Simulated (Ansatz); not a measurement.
# CCl2GaN: small, medium and large basis sets

One table from this session's results is given with a row withheld; the runs are named, their logs left out.

Computed with Ansatz 0.2.0, Gaussian basis. Level: one geometry, several basis sets.

Levels to be run: PBE0-D4/def2-SVP; ωB97M-V/def2-SVP; PBE0-D4/def2-QZVPP; ωB97M-V/def2-QZVPP; the functionals' def2-TZVPP values are taken from earlier runs.

## The relaxed structure

The geometry comes from an earlier relaxation with PBE0-D4 in a triple-zeta def2 set; it is a stationary point.

SMILES `N#[C][Ga]([Cl])[Cl]`, 5 atoms, charge 0, spin multiplicity 1.

Atoms are counted from 1 here; the program's logs count them from 0.

Bond lengths: N1–C2 1.152 Å, C2–Ga3 1.918 Å, Ga3–Cl4 2.106 Å, Ga3–Cl5 2.106 Å. Angles: N1–C2–Ga3 180.0°, C2–Ga3–Cl4 119.8°, C2–Ga3–Cl5 119.8°, Cl4–Ga3–Cl5 120.5°.

The first run:

in.yaml

```yaml
crystal:
  periodic: [false, false, false]
  atoms:
    - {symbol: N, position_ang: [0.909640, -1.318096, 1.914048]}
    - {symbol: C, position_ang: [0.493474, -0.715037, 1.025177]}
    - {symbol: Ga, position_ang: [-0.199427, 0.288682, -0.455699]}
    - {symbol: Cl, position_ang: [-1.735452, -0.526194, -1.643171]}
    - {symbol: Cl, position_ang: [0.581666, 2.197045, -0.881755]}
basis:
  gaussian: {orbitals: def2-SVP}
hamiltonian: {xc: pbe0, dispersion: d4}
output: {orbitals: {seedname: orbitals}}
```

Steps of the session up to this table: PBE0-D4 in def2-SVP; ωB97M-V in def2-SVP; PBE0-D4 in def2-QZVPP; ωB97M-V in def2-QZVPP.

One of the session's tables, all rows but one given; the rest of the session is left out.

It belongs to the step «Functionals by basis». 

```
functional       basis  HOMO (eV)  LUMO (eV)
   PBE0-D4    def2-SVP      -9.71      -2.47
   PBE0-D4  def2-TZVPP      -9.84      -2.60
   PBE0-D4  def2-QZVPP          ?          ?
   ωB97M-V    def2-SVP     -11.92      -0.54
   ωB97M-V  def2-TZVPP     -12.11      -0.73
   ωB97M-V  def2-QZVPP     -12.15      -0.79
```

Estimate the missing values for PBE0-D4, def2-QZVPP.

**Answer.** HOMO (eV): -9.87; LUMO (eV): -2.64. In the column «HOMO (eV)» it lies between ωB97M-V, def2-SVP (-11.92) and PBE0-D4, def2-TZVPP (-9.84).
